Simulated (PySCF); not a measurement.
# From one method to the next for In2 (triplet)

What do other methods print for In2 (triplet) when all else stays?

Program: PySCF 2.14.0. Level of theory: method and basis as typed in the scripts. These are calculated values, not measurements.

**1. The system as given**

In2 (triplet): 2 atoms, charge 0, spin multiplicity 3.

Bond lengths: In1–In2 2.780 Å.

**2. The run that the others are compared with**

input.py

```python
from pyscf import gto, dft

mol = gto.M(
    atom='In 0 0 0; In 0 0 2.78',
    basis='sbkjc',
    ecp={'In': 'sbkjc'},
    charge=0,
    spin=2,
    symmetry=True,
    verbose=3,
)
mf = dft.ROKS(mol, xc='pbesol')
mf.kernel()
mf.dip_moment()
print('orbital energies (hartree):', mf.mo_energy[..., max(0, mol.nelec[1]-3):mol.nelec[0]+3].round(4))
```

Launch:

```
OMP_NUM_THREADS=1 python input.py
```

**3. Bp86**

Run 1 changes functional: pbesol → bp86.

input.py, as its differences from that of step 2:

```diff
@@ -11,3 +11,3 @@
 )
-mf = dft.ROKS(mol, xc='pbesol')
+mf = dft.ROKS(mol, xc='bp86')
 mf.kernel()
```

**4. UKS**

Run 2 changes SCF type: ROKS → UKS.

input.py

```python
from pyscf import gto, dft

mol = gto.M(
    atom='In 0 0 0; In 0 0 2.78',
    basis='sbkjc',
    ecp={'In': 'sbkjc'},
    charge=0,
    spin=2,
    symmetry=True,
    verbose=3,
)
mf = dft.UKS(mol, xc='pbesol')
mf.kernel()
mf.dip_moment()
print('orbital energies (hartree):', [e[max(0, n-3):n+3].round(4) for e, n in zip(mf.mo_energy, mol.nelec)])
```

**5. Hcth407**

Run 3 changes functional: pbesol → hcth407.

input.py, as its differences from that of step 2:

```diff
@@ -11,3 +11,3 @@
 )
-mf = dft.ROKS(mol, xc='pbesol')
+mf = dft.ROKS(mol, xc='hcth407')
 mf.kernel()
```

**6. Tpss**

Run 4 changes functional: pbesol → tpss.

input.py, as its differences from that of step 2:

```diff
@@ -11,3 +11,3 @@
 )
-mf = dft.ROKS(mol, xc='pbesol')
+mf = dft.ROKS(mol, xc='tpss')
 mf.kernel()
```

**7. Gradient**

Run 5 changes step after the SCF: none → gradient.

input.py, as its differences from that of step 2:

```diff
@@ -13,2 +13,5 @@
 mf.kernel()
+g = mf.nuc_grad_method()
+g.grid_response = True
+g.kernel()
 mf.dip_moment()
```

Q: Predict the outcome of this session. Wanted: for each run, E(SCF); from base.

The runs gave:

```tsv
run	E(SCF) (hartree)	from base (eV)
base	-377.851882	0
bp86	-378.483916	not comparable
UKS	-377.852563	-0.0185
hcth407	-379.394066	not comparable
tpss	-378.100564	not comparable
gradient	-377.851882	0.0000
```

In words: Total energies of different functionals can't be compared with each other; differences within one functional can.
